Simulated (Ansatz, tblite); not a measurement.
**B13N13 zinc blende bond sphere (B₁₃N₁₃H₃₀): one state, many levels**

One table from this session's results is given with a row withheld; the runs are named, their logs left out.

Method: as each input shows; program: Ansatz 0.2.0, Gaussian basis.

Levels to be run: GFN1-xTB, GFN2-xTB, PBE-D4/def2-TZVP, r2SCAN-D4/def2-TZVP, PBE-D4/def2-SVP, PBE0-D4/def2-SVP.

1 further run of the same task is left out (set aside as unsound or not needed). Runs told in other sessions of the task aren't counted.

### The geometry

The geometry is that of the singlet, from an earlier relaxation (PBE-D4/def2-SVP).

56 atoms, charge 0, spin multiplicity 1.

Bond lengths: B1–N14 1.590 Å, B1–N15 1.590 Å, B1–N17 1.586 Å, B1–H27 1.221 Å, B2–N14 1.542 Å, B2–N16 1.596 Å, B2–N18 1.586 Å, B2–H28 1.228 Å, B3–N14 1.597 Å, B3–N19 1.597 Å, B3–H29 1.228 Å, B3–H30 1.234 Å, B4–N17 1.586 Å, B4–N19 1.590 Å, B4–N20 1.590 Å, B4–H31 1.221 Å, B5–N18 1.586 Å, B5–N19 1.542 Å and more. Angles: N14–B1–N15 109.6°, N14–B1–N17 107.5°, N14–B1–H27 109.9°, N15–B1–N17 107.5°, N15–B1–H27 109.9°, N17–B1–H27 112.3°, N14–B2–N16 108.5°, N14–B2–N18 106.0°, N14–B2–H28 114.8°, N16–B2–N18 106.9°, N16–B2–H28 108.8°, N18–B2–H28 111.5°, N14–B3–N19 104.3°, N14–B3–H29 110.0°, N14–B3–H30 109.7°, N19–B3–H29 110.0°, N19–B3–H30 109.7°, H29–B3–H30 112.8° and more.

PBE0-D4/def2-TZVP was run before; its log isn't repeated, and its numbers join the tables.

The first run:

Tight binding, by tblite at 300 K electronic temperature and without a spin-polarisation term:

```python
tblite.interface.Calculator('GFN1-xTB', numbers, positions, charge=0, uhf=0).singlepoint()
```

Tight binding, by tblite at 300 K electronic temperature and without a spin-polarisation term:

```python
tblite.interface.Calculator('GFN2-xTB', numbers, positions, charge=0, uhf=0).singlepoint()
```

start.molden holds the orbitals of an earlier run on this state, given as this run's starting guess.

in.yaml reads:

```yaml
crystal:
  periodic: [false, false, false]
  atoms:
    - {symbol: B, position_ang: [-1.373476, -1.371453, -0.453101]}
    - {symbol: B, position_ang: [-1.413155, 0.484042, -2.298587]}
    - {symbol: B, position_ang: [-3.232462, 0.481669, -0.476805]}
    - {symbol: B, position_ang: [-1.370646, 0.456006, 1.373309]}
    - {symbol: B, position_ang: [-1.410074, 2.300631, -0.483239]}
    - {symbol: B, position_ang: [0.480743, -1.412215, -2.299867]}
    - {symbol: B, position_ang: [0.477275, -3.232745, -0.479302]}
    - {symbol: B, position_ang: [0.455208, -1.372142, 1.372087]}
    - {symbol: B, position_ang: [2.298530, -1.412632, -0.485745]}
    - {symbol: B, position_ang: [0.437494, 0.437232, -0.438150]}
    - {symbol: B, position_ang: [0.486581, 2.299808, 1.410225]}
    - {symbol: B, position_ang: [2.301373, 0.482753, 1.408999]}
    - {symbol: B, position_ang: [0.483224, 0.480428, 3.231734]}
    - {symbol: N, position_ang: [-2.253269, -0.413010, -1.367105]}
    - {symbol: N, position_ang: [-0.416732, -2.251848, -1.368358]}
    - {symbol: N, position_ang: [-0.451345, -0.448671, -3.166025]}
    - {symbol: N, position_ang: [-0.452429, -0.452177, 0.453059]}
    - {symbol: N, position_ang: [-0.483082, 1.350301, -1.350343]}
    - {symbol: N, position_ang: [-2.250383, 1.371009, 0.415664]}
    - {symbol: N, position_ang: [-0.411174, 1.370152, 2.251685]}
    - {symbol: N, position_ang: [-0.445317, 3.167026, 0.447469]}
    - {symbol: N, position_ang: [1.348794, -0.483871, -1.351564]}
    - {symbol: N, position_ang: [1.368475, -2.252394, 0.413215]}
    - {symbol: N, position_ang: [1.371156, -0.414398, 2.250497]}
    - {symbol: N, position_ang: [3.166773, -0.449577, 0.445020]}
    - {symbol: N, position_ang: [1.351640, 1.349610, 0.481100]}
    - {symbol: H, position_ang: [-2.098887, -2.096378, 0.209113]}
    - {symbol: H, position_ang: [-2.067488, 1.193678, -3.057424]}
    - {symbol: H, position_ang: [-3.919660, -0.236840, 0.243201]}
    - {symbol: H, position_ang: [-3.906694, 1.212500, -1.207326]}
    - {symbol: H, position_ang: [-2.095931, -0.204649, 2.099765]}
    - {symbol: H, position_ang: [-2.064047, 3.060369, -1.192247]}
    - {symbol: H, position_ang: [1.189039, -2.066936, -3.059619]}
    - {symbol: H, position_ang: [-0.241639, -3.919478, 0.240741]}
    - {symbol: H, position_ang: [1.206754, -3.907436, -1.210747]}
    - {symbol: H, position_ang: [-0.205883, -2.097071, 2.098506]}
    - {symbol: H, position_ang: [3.056979, -2.067067, -1.195712]}
    - {symbol: H, position_ang: [1.197081, 3.058787, 2.063450]}
    - {symbol: H, position_ang: [3.061698, 1.191873, 2.062163]}
    - {symbol: H, position_ang: [-0.235317, -0.237687, 3.920896]}
    - {symbol: H, position_ang: [1.215475, 1.211317, 3.904027]}
    - {symbol: H, position_ang: [-2.898311, -0.994836, -1.917592]}
    - {symbol: H, position_ang: [-0.999758, -2.895763, -1.918895]}
    - {symbol: H, position_ang: [-1.031741, -1.027905, -3.790005]}
    - {symbol: H, position_ang: [0.109652, 0.112074, -3.823566]}
    - {symbol: H, position_ang: [0.081984, 1.959028, -1.960650]}
    - {symbol: H, position_ang: [-2.893671, 1.922837, 0.998166]}
    - {symbol: H, position_ang: [-0.992249, 1.921992, 2.896246]}
    - {symbol: H, position_ang: [-1.023674, 3.792547, 1.027066]}
    - {symbol: H, position_ang: [0.116176, 3.823012, -0.114607]}
    - {symbol: H, position_ang: [1.957795, 0.080860, -1.961908]}
    - {symbol: H, position_ang: [1.919889, -2.896778, 0.994900]}
    - {symbol: H, position_ang: [1.922684, -0.996601, 2.894308]}
    - {symbol: H, position_ang: [3.791999, -1.029092, 1.023779]}
    - {symbol: H, position_ang: [3.823057, 0.111486, -0.117135]}
    - {symbol: H, position_ang: [1.960980, 1.958597, -0.084734]}
basis:
  gaussian: {orbitals: def2-TZVP, fitting: {mean_field: def2-universal-jkfit}, initial_orbitals: start.molden}
hamiltonian: {xc: pbe, dispersion: d4}
scf: {omitted_lower_state_checks: [starts]}
output: {forces: true, orbitals: {seedname: orbitals}}
```

On the command line:

```
$ ansatz run in.yaml --threads 2 --pin off --events-out ev --progress --plain --max-ram 22528MiB --backend cuda --devices 0, --max-vram 18GiB
```

Among the steps run: PBE-D4/def2-TZVP; r2SCAN-D4/def2-TZVP; PBE-D4/def2-SVP; PBE0-D4/def2-SVP.

One of the session's tables, all rows but one given; the rest of the session is left out.

It belongs to the step «Binding energy». 

| level | binding an atom (eV) |
| --- | --- |
| PBE-D4/def2-SVP | 4.505 |
| PBE-D4/def2-TZVP | 4.429 |
| r2SCAN-D4/def2-TZVP | 4.324 |
| PBE0-D4/def2-SVP | 4.439 |
| PBE0-D4/def2-TZVP | ? |

Estimate the missing values for PBE0-D4/def2-TZVP.

The run gave: binding an atom (eV): 4.361. In the column «binding an atom (eV)» it lies between r2SCAN-D4/def2-TZVP (4.324) and PBE-D4/def2-TZVP (4.429).

Caveats from the session: Free atoms were run apart at each level; binding is atoms less cluster, divided by the number of atoms, without zero-point or spin-orbit terms.
